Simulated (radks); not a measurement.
# Ionising platinum step by step, Pt⁶⁰⁺ to Pt⁷⁷⁺

An exercise on one series of results from a longer session: the logs are not shown, and one member is left open.

The numbers are computed with radks (a radial shooting solver on a logarithmic mesh, Libxc functionals) version 1 (scalar-relativistic Kohn-Sham, exchange-only LDA, spin-polarised, spherical densities, point nucleus; open shells are filled with parallel spins first), except any that are marked as measured or tabulated.

## The system

| Item | Value |
| --- | --- |
| element | platinum (Z = 78) |
| charges | 60 to 77 |
| first configuration | [Ar] |
| last configuration | 1s1 |

Outer shells as boxes (Hund's rule):

Pt⁶⁰⁺
```
[Ne] core
3s [↑↓]
3p [↑↓][↑↓][↑↓]
```

Pt⁷⁷⁺
```
1s [↑ ]
```

Set-up of the first run:

The run's settings:

```text
Z 78
configuration [Ar]
relativity scalar-relativistic
functional lda,
spin polarised
nucleus point
c 137.035999084
```

Steps of the session up to this table: Pt⁶⁰⁺, [Ar]; Pt⁶¹⁺, [Ne] 3s2 3p5; Pt⁶²⁺, [Ne] 3s2 3p4; Pt⁶³⁺, [Ne] 3s2 3p3; Pt⁶⁴⁺, [Ne] 3s2 3p2; Pt⁶⁵⁺, [Ne] 3s2 3p1; Pt⁶⁶⁺, [Ne] 3s2; Pt⁶⁷⁺, [Ne] 3s1; Pt⁶⁸⁺, [Ne]; Pt⁶⁹⁺, [He] 2s2 2p5; Pt⁷⁰⁺, [He] 2s2 2p4; Pt⁷¹⁺, [He] 2s2 2p3; Pt⁷²⁺, [He] 2s2 2p2; Pt⁷³⁺, [He] 2s2 2p1; Pt⁷⁴⁺, [He] 2s2; Pt⁷⁵⁺, [He] 2s1; Pt⁷⁶⁺, [He]; Pt⁷⁷⁺, 1s1.

One table of the session follows, with a row left open; its other results are not shown here.

```
species  Δ-SCF (eV)  −ε(HOMO) (eV)
  Pt⁶⁰⁺           ?              ?
  Pt⁶¹⁺      6776.7         6716.3
  Pt⁶²⁺      6903.7         6844.3
  Pt⁶³⁺      7070.1         7007.3
  Pt⁶⁴⁺      7201.9         7139.4
  Pt⁶⁵⁺      7331.8         7270.3
  Pt⁶⁶⁺      7977.8         7922.8
  Pt⁶⁷⁺      8120.9         8065.2
  Pt⁶⁸⁺     18050.7        17883.1
  Pt⁶⁹⁺     18401.2        18234.8
  Pt⁷⁰⁺     18744.7        18582.5
  Pt⁷¹⁺     19212.2        19037.9
  Pt⁷²⁺     19572.8        19399.7
  Pt⁷³⁺     19926.2        19757.3
  Pt⁷⁴⁺       21884          21752
  Pt⁷⁵⁺       22244          22109
  Pt⁷⁶⁺       89228          88690
  Pt⁷⁷⁺       90750          90207
```

**Question.** Estimate the row for Pt⁶⁰⁺.

As computed: Δ-SCF (eV): 6647.8; −ε(HOMO) (eV): 6587.0. In the column «Δ-SCF (eV)» it is the lowest.

Per unit of the charge left behind, the cost jumps most at Pt⁷⁶⁺ ([He]): from 22244 to 89228 eV. There the highest level belongs to another shell. Minus the highest eigenvalue gives 99 to 99 % of the Δ-SCF value along the ladder. Open shells are spherical and high-spin; term and fine-structure splittings are not resolved. Spin-orbit splitting is averaged out at the scalar-relativistic level. Nuclear size, the Breit interaction and QED, all absent here, shift the 1s and 2s values of heavy ions.
